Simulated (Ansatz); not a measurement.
# InBr2 radical: basis-set convergence

An exercise on one series of results from a longer session: the logs are not shown, and one member is left open.

Method: one geometry, several basis sets; program: Ansatz 0.2.0, Gaussian basis.

Levels to be run: PBE0-D4/def2-SVP; ωB97M-V/def2-SVP; PBE0-D4/def2-QZVPP; ωB97M-V/def2-QZVPP; the functionals' def2-TZVPP values are taken from earlier runs.

## The geometry

An earlier PBE0-D4 in a triple-zeta def2 set relaxation fixed the geometry. In takes the def2 core potential; no spin-orbit term is included.

SMILES `[Br][In][Br]`, 3 atoms, charge 0, spin multiplicity 2.

Atoms are counted from 1 here; the program's logs count them from 0.

Bond lengths: Br1–In2 2.504 Å, In2–Br3 2.504 Å. Angles: Br1–In2–Br3 120.7°.

Set-up of the first run:

The input, in.yaml:

```yaml
crystal:
  periodic: [false, false, false]
  atoms:
    - {symbol: Br, position_ang: [0.282838, 2.140927, 0.378741]}
    - {symbol: In, position_ang: [-0.729576, -0.013397, -0.398431]}
    - {symbol: Br, position_ang: [0.435738, -2.192429, 0.006490]}
basis:
  gaussian: {orbitals: def2-SVP}
magnetization: {spin_polarized: true, initial_magnetization: 1}
hamiltonian: {xc: pbe0, dispersion: d4}
output: {orbitals: {seedname: orbitals}}
```

Command:

```bash
ansatz run in.yaml --threads 4 --pin off --events-out ev --progress --plain --max-ram 10444MiB
```

Steps of the session up to this table: PBE0-D4 in def2-SVP; ωB97M-V in def2-SVP; PBE0-D4 in def2-QZVPP; ωB97M-V in def2-QZVPP.

One of the session's tables, all rows but one given; the rest of the session is left out.

It belongs to the step «Functionals by basis». 

| functional | basis | HOMO (eV) | LUMO (eV) |
| --- | --- | --- | --- |
| PBE0-D4 | def2-SVP | -6.81 | -4.35 |
| PBE0-D4 | def2-TZVPP | -6.89 | -4.42 |
| PBE0-D4 | def2-QZVPP | -6.89 | -4.43 |
| ωB97M-V | def2-SVP | -8.73 | -2.68 |
| ωB97M-V | def2-TZVPP | -8.84 | -2.80 |
| ωB97M-V | def2-QZVPP | ? | ? |

**Question.** Estimate the row for ωB97M-V, def2-QZVPP.

As computed: HOMO (eV): -8.84; LUMO (eV): -2.83.
